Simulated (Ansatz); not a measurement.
# TaCl+ (octet): wave-function methods side by side, def2-SVP

One table from this session's results is given with a row withheld; the runs are named, their logs left out.

Computed with Ansatz 0.2.0, Gaussian basis. Level: def2-SVP, core rule «outside noble gas», up to 9 orbitals frozen.

The runs, in order: UHF; CCSD(T) on ROHF; CCSD(T) on UHF; CISD; CCSDT(Q) on ROHF; CCSDT(Q) on UHF.

21 further runs of the same task are left out: 8 for a known fault of the program, 9 that didn't finish, 4 set aside as unsound or not needed.

### The geometry

The geometry is a PBE0/def2-TZVP stationary point (not a proven minimum) of the parent state, kept for this charge and spin. No spin-orbit coupling is included. Elements past krypton take def2 core potentials.

2 atoms, charge 1, spin multiplicity 8.

Atoms are counted from 1 here; the program's logs count them from 0.

Bond lengths: Ta1–Cl2 2.875 Å.

Geometry (Å):

```xyz
2
charge 1, multiplicity 8
Ta    0.0000    0.0000    0.0000
Cl    0.0000    0.0000    2.8752
```

Set-up of the first run:

Input file in.yaml:

```yaml
crystal:
  periodic: [false, false, false]
  atoms:
    - {symbol: Ta, position_ang: [0.000000, 0.000000, 0.000000]}
    - {symbol: Cl, position_ang: [0.000000, 0.000000, 2.875200]}
basis:
  gaussian: {orbitals: def2-SVP}
total_charge: 1
magnetization: {spin_polarized: true, initial_magnetization: 7}
hamiltonian: {xc: hf}
output: {orbitals: {seedname: orbitals}}
```

Run with:

```console
$ ansatz run in.yaml --threads 1 --pin off --events-out ev --progress --plain --max-ram 2393MiB
```

Among the steps run: UHF; CCSD(T) on ROHF; CCSD(T) on UHF; CISD; CCSDT(Q) on ROHF; CCSDT(Q) on UHF.

One table of the session follows, with a row left open; its other results are not shown here.

| method | from RCCSDT(Q) (kJ/mol) |
| --- | --- |
| ROHF | +429.3 |
| UHF | +405.6 |
| RMP2 | +74.2 |
| UMP2 | +65.9 |
| RCCSD | +7.2 |
| UCCSD | -3.7 |
| RCCSD(T) | +1.8 |
| UCCSD(T) | -8.8 |
| RCCSDT | +0.4 |
| UCCSDT | -10.2 |
| RCCSDT(Q) | 0 |
| UCCSDT(Q) | ? |

**Question.** Estimate the row for UCCSDT(Q).

**Answer.** from RCCSDT(Q) (kJ/mol): -10.6. In the column «from RCCSDT(Q) (kJ/mol)» it is the lowest.

Not comparable, so not listed: CISD (they don't share determinant, frozen orbitals or solution with the rows shown, or repeat one).

Caveats from the session: Restricted and unrestricted rows rest on different reference determinants; where their highest levels disagree by more than a few hundredths of an eV, they describe different states and don't form one ladder.
